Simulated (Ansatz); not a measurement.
# MnPt: relaxing the structure by PAW and LAPW

Aim: relax MnPt (cell and atoms relaxed from 1.04 times the given volume) with PAW and LAPW. Both runs start alike, so that frozen cores can be judged against all electrons.

Method: DFT LDA, scalar-relativistic, in Ansatz 0.2.0.

## Step 1: Starting point

Symmetry: P4/mmm, No. 123, tetragonal system. The conventional cell has a = 2.867 Å, b = 2.867 Å, c = 3.708 Å, α = 90.00°, β = 90.00°, γ = 90.00°. Mn (site symmetry 4/mmm) is surrounded by 8 Pt at 2.75 Å and 4 Mn at 2.87 Å. Around Pt (site symmetry 4/mmm) lie 8 Mn at 2.75 Å and 4 Pt at 2.87 Å.

Structure file:

```cif
data_structure
_symmetry_space_group_name_H-M 'P4/mmm'
_symmetry_Int_Tables_number 123
_cell_length_a 2.8672
_cell_length_b 2.8672
_cell_length_c 3.7082
_cell_angle_alpha 90.000
_cell_angle_beta 90.000
_cell_angle_gamma 90.000
_cell_volume 30.49
loop_
_atom_site_label
_atom_site_type_symbol
_atom_site_symmetry_multiplicity
_atom_site_Wyckoff_symbol
_atom_site_fract_x
_atom_site_fract_y
_atom_site_fract_z
_atom_site_occupancy
Mn1 Mn 1 a 0.00000 0.00000 0.00000 1
Pt1 Pt 1 d 0.50000 0.50000 0.50000 1
```

The file gives the conventional cell by its symmetry; the runs use the cell typed in the input.

Atoms are numbered in the order of the input: Mn1, Pt2.

## Step 2: PAW with frozen cores

input.yaml reads:

```yaml
crystal:
  lattice:
    - [2.8672411128, 0.0, 0.0]
    - [0.0, 2.8672411128, 0.0]
    - [0.0, 0.0, 3.708163418]
  atoms:
    - { symbol: Mn, position: [0.0, 0.0, 0.0], spin: 4.0 }
    - { symbol: Pt, position: [0.5, 0.5, 0.5] }
magnetization:
  spin_polarized: true
kpoints:
  mp_grid: { grid: [12, 12, 9] }
scf:
  occupations: { method: fermi_dirac, width: 0.05 }
hamiltonian:
  xc: lda
  pseudopotentials: { kind: paw }
output:
  forces: true
  stress: true
  efg: { contact_densities: true }
relax:
  f_tol: 0.005
  max_steps: 80
  cell: {}
```

Launch:

```bash
$ ansatz run input.yaml --threads 1 --pin off --max-ram 3072MiB --backend cpu --events-out ev --progress --plain --runs-dir out
```

## Step 4: LAPW, all electrons

input.yaml: that of step 2 with these lines changed.

```diff
@@ -16,3 +16,3 @@
   xc: lda
-  pseudopotentials: { kind: paw }
+  pseudopotentials: { kind: all_electron, lapw: { basis_error: 0.001 } }
 output:
@@ -20,3 +20,2 @@
   stress: true
-  efg: { contact_densities: true }
 relax:
```

(Steps that only read results are left out.)

What does the calculation give? Wanted: PAW: cell; PAW: volume; PAW: energy gained; PAW: accepted moves; PAW: space group; LAPW: cell; LAPW: volume; LAPW: energy gained; LAPW: accepted moves.

**Answer**, as computed:

```
            quantity                                                                      value
           PAW: cell  a = 2.635 Å, b = 2.635 Å, c = 3.685 Å, α = 90.00°, β = 90.00°, γ = 90.00°
         PAW: volume                                                             12.793 Å³/atom
  PAW: energy gained                                                             111.4 meV/atom
 PAW: accepted moves                                                                          6
    PAW: space group                                                            P4/mmm → P4/mmm
          LAPW: cell  a = 2.635 Å, b = 2.635 Å, c = 3.685 Å, α = 90.00°, β = 90.00°, γ = 90.00°
        LAPW: volume                                                             12.792 Å³/atom
 LAPW: energy gained                                                             112.9 meV/atom
LAPW: accepted moves                                                                          8
   LAPW: space group                                                            P4/mmm → P4/mmm
```

By PAW the volume changes by -16.1 % in 6 moves, and the energy falls by 111.4 meV/atom. PAW's final volume lies less than 0.01 % from LAPW's, and its energy gain differs from LAPW's by -1.5 meV/atom. LAPW took about 8 times as long as PAW (21 min against 2.5 min, on a shared host and with the outputs that each input asks for).
